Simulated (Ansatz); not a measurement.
# MgCdSe: the cost of one run

Computed with Ansatz 0.2.0 (DFT PBE, scalar-relativistic, plane waves, PAW, unless a step's input says otherwise).

### 1 The starting structure

It takes space group P-6m2 (No. 187, hexagonal). The conventional cell has a = 4.228 Å, b = 4.228 Å, c = 4.224 Å, α = 90.00°, β = 90.00°, γ = 120.00°. Around Mg (site symmetry -6m2) lie 6 Cd at 3.23 Å and 6 Se at 3.23 Å. Cd (site symmetry -6m2) is surrounded by 3 Se at 2.44 Å. Around Se (site symmetry -6m2) lie 3 Cd at 2.44 Å and 6 Mg at 3.23 Å.

As a file:

```xyz
3
Lattice="4.2285 0.0000 0.0000 -2.1142 3.6619 0.0000 0.0000 0.0000 4.2240" Properties=species:S:1:pos:R:3 pbc="T T T"
Mg    2.1142    1.2206    2.1120
Cd    0.0000    2.4413    0.0000
Se    0.0000    0.0000    0.0000
```

The cell is invented: species swapped into a database cell of PrNiAs (P-6m2, No. 187), with Mg on the Pr sites, Cd on the Ni sites and Se on the As sites. Its size is a rough estimate.

### 2 A first look at the guess

input.yaml reads:

```yaml
crystal:
  lattice:
    - [4.22845167, 0.0, 0.0]
    - [-2.11422584, 3.66194657, 0.0]
    - [0.0, 0.0, 4.22401143]
  atoms:
    - { symbol: Mg, position: [0.66666667, 0.33333333, 0.5] }
    - { symbol: Cd, position: [0.33333333, 0.66666667, 0.0] }
    - { symbol: Se, position: [0.0, 0.0, 0.0] }
basis:
  ecutwfc: 420
kpoints:
  mp_grid: { grid: [6, 6, 4] }
hamiltonian:
  xc: pbe
scf:
  occupations: { method: gaussian, width: 0.1 }
  lower_state_search: "off"
output:
  forces: true
  stress: true
  eigenvalues: true
```

The run is started by

```console
ansatz run input.yaml --threads 1 --pin off --max-ram 2560MiB --backend cpu --events-out ev --progress --plain --runs-dir out
```

Q: Estimate wall time and peak memory on 1 thread of Arm Neoverse V1, shared host.

About 3.6 s, with a peak of 0.34 GiB.
